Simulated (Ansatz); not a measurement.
Run this with Ansatz 0.2.0, Python API and show what comes out.

Script `sn.py`:
```python
"""Do the forces of Sn match the slope of the free energy, atoms off their sites."""

import ansatz as az
import numpy as np

vectors0 = np.array([
    [-1.94812, 1.86387, 1.87725],
    [1.92098, -1.9256, 1.91184],
    [1.96447, 1.94195, -1.93898],
])
sites = [
    ("Sn", (0.0, 0.0, 0.0)),
]


def build(cell):
    crystal = az.Crystal(lattice=az.Lattice.of(cell))
    for symbol, position in sites:
        crystal = crystal.atom(symbol, position)
    return crystal

def solve(crystal):
    return (
        crystal.calculation()
        .occupations("gaussian", width=150 * az.meV)
        .functional("lda")
        .basis(540, xc_grid=2)
        .kpoints(7, 7, 7)
        .scf(tolerance=1e-09)
        .forces()
        .stress()
        .run(threads=1)
    ).report


centre = solve(build(vectors0))
start = build(vectors0)
# central difference: F = -(E(+h) - E(-h)) / 2h
# P = -dF/dV; the difference feels the change of the plane-wave count with the cell
volume = abs(np.linalg.det(vectors0))
larger, smaller = (solve(build(vectors0 * (1 + sign * 0.005) ** (1 / 3)))["lagrangian_ev"] for sign in (1, -1))
numerical = -(larger - smaller) / (0.01 * volume) * 160.21766
print(f"pressure: analytic {np.trace(centre['stress_gpa']) / 3:.3f}, numerical {numerical:.3f} GPa")
```

```console
$ python sn.py
DeckWarning: output.stress: scf.convergence.dr2_threshold = 1e-9 eV is looser than the 1e-10 eV advised for a printed stress (1e-10 eV for each atom of the cell: 1). What an SCF threshold leaves in a [...]
pressure: analytic -4.327, numerical -4.326 GPa
```
(Warnings from the package without file and line, shortened.)

Notes:
- For a metal this k-point mesh is coarse: on a finer one energies can move by several to tens of meV an atom and pressures by half a GPa or more, differences at one mesh by less.
- Pressure is positive in compression.
- The cell is a database structure, distorted on purpose.
- The central difference errs as the square of the step, so the shorter step is the fairer test; what remains comes from the finite grid and the SCF threshold.
- Hardware and time: 14 s on 1 thread of Intel(R) Xeon(R) CPU @ 2.80GHz (Skylake/Cascade Lake) (shared host), peak memory 0.44 GiB.
